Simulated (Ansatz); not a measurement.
# F2GeH5NSi: one species, many methods

An exercise on one series of results from a longer session: the logs are not shown, and one member is left open.

Method: functionals in def2-TZVPP, the program's frozen cores in correlated methods; program: Ansatz 0.2.0, Gaussian basis.

The runs, in order: PBE-D4, r2SCAN-D4, PBE0-D4, B3LYP-D4, ωB97X-V, ωB97M-V, B2PLYP; CCSD(T)/def2-TZVPP; MP2/def2-QZVPP; extrapolation to the limit.

**The geometry**

All runs share one geometry, relaxed beforehand with PBE0-D4 in a triple-zeta def2 set.

SMILES `F[SiH](F)[NH][GeH3]`, 10 atoms, charge 0, spin multiplicity 1.

Atoms are counted from 1 here; the program's logs count them from 0.

Bond lengths: F1–Si2 1.590 Å, Si2–F3 1.589 Å, Si2–N4 1.684 Å, Si2–H6 1.472 Å, N4–Ge5 1.852 Å, N4–H7 1.009 Å, Ge5–H8 1.537 Å, Ge5–H9 1.537 Å, Ge5–H10 1.531 Å. Angles: F1–Si2–F3 103.9°, F1–Si2–N4 113.0°, F1–Si2–H6 108.0°, F3–Si2–N4 109.7°, F3–Si2–H6 110.3°, N4–Si2–H6 111.6°, Si2–N4–Ge5 128.2°, Si2–N4–H7 116.4°, Ge5–N4–H7 115.2°, N4–Ge5–H8 109.3°, N4–Ge5–H9 109.0°, N4–Ge5–H10 106.3°, H8–Ge5–H9 109.7°, H8–Ge5–H10 111.2°, H9–Ge5–H10 111.3°.

The first run:

Input file in.yaml:

```yaml
crystal:
  periodic: [false, false, false]
  atoms:
    - {symbol: F, position_ang: [-1.023272, 0.671775, 2.154345]}
    - {symbol: Si, position_ang: [-0.701820, 1.227477, 0.699301]}
    - {symbol: F, position_ang: [0.673827, 2.001582, 0.880526]}
    - {symbol: N, position_ang: [-0.520213, 0.006788, -0.446421]}
    - {symbol: Ge, position_ang: [0.846759, -1.233786, -0.589706]}
    - {symbol: H, position_ang: [-1.770795, 2.167340, 0.324729]}
    - {symbol: H, position_ang: [-1.285162, -0.120351, -1.091860]}
    - {symbol: H, position_ang: [1.553279, -1.055496, -1.943098]}
    - {symbol: H, position_ang: [0.251621, -2.648236, -0.499638]}
    - {symbol: H, position_ang: [1.801077, -0.956492, 0.575021]}
basis:
  gaussian: {orbitals: def2-TZVPP}
hamiltonian: {xc: pbe, dispersion: d4}
output: {forces: true, orbitals: {seedname: orbitals}}
```

Among the steps run: PBE-D4 (GGA); r2SCAN-D4 (meta-GGA); PBE0-D4 (hybrid); B3LYP-D4 (hybrid); ωB97X-V (range-separated); ωB97M-V (range-separated); B2PLYP (double hybrid); CCSD(T) in def2-TZVPP; MP2 in def2-QZVPP.

One of the session's tables, all rows but one given; the rest of the session is left out.

```
            method  atomisation energy (kJ/mol)
            PBE-D4                       3475.3
         r2SCAN-D4                       3464.9
           PBE0-D4                       3418.0
          B3LYP-D4                       3455.8
           ωB97X-V                       3497.7
           ωB97M-V                       3473.3
            B2PLYP                       3434.9
     HF/def2-TZVPP                       2519.5
    MP2/def2-TZVPP                       3460.8
   CCSD/def2-TZVPP                       3354.6
CCSD(T)/def2-TZVPP                       3400.8
           MP2/CBS                            ?
       CCSD(T)/CBS                       3499.6
```

Q: Estimate the row for MP2/CBS from the others.

**Answer.** atomisation energy (kJ/mol): 3559.6. In the column «atomisation energy (kJ/mol)» it is the highest.
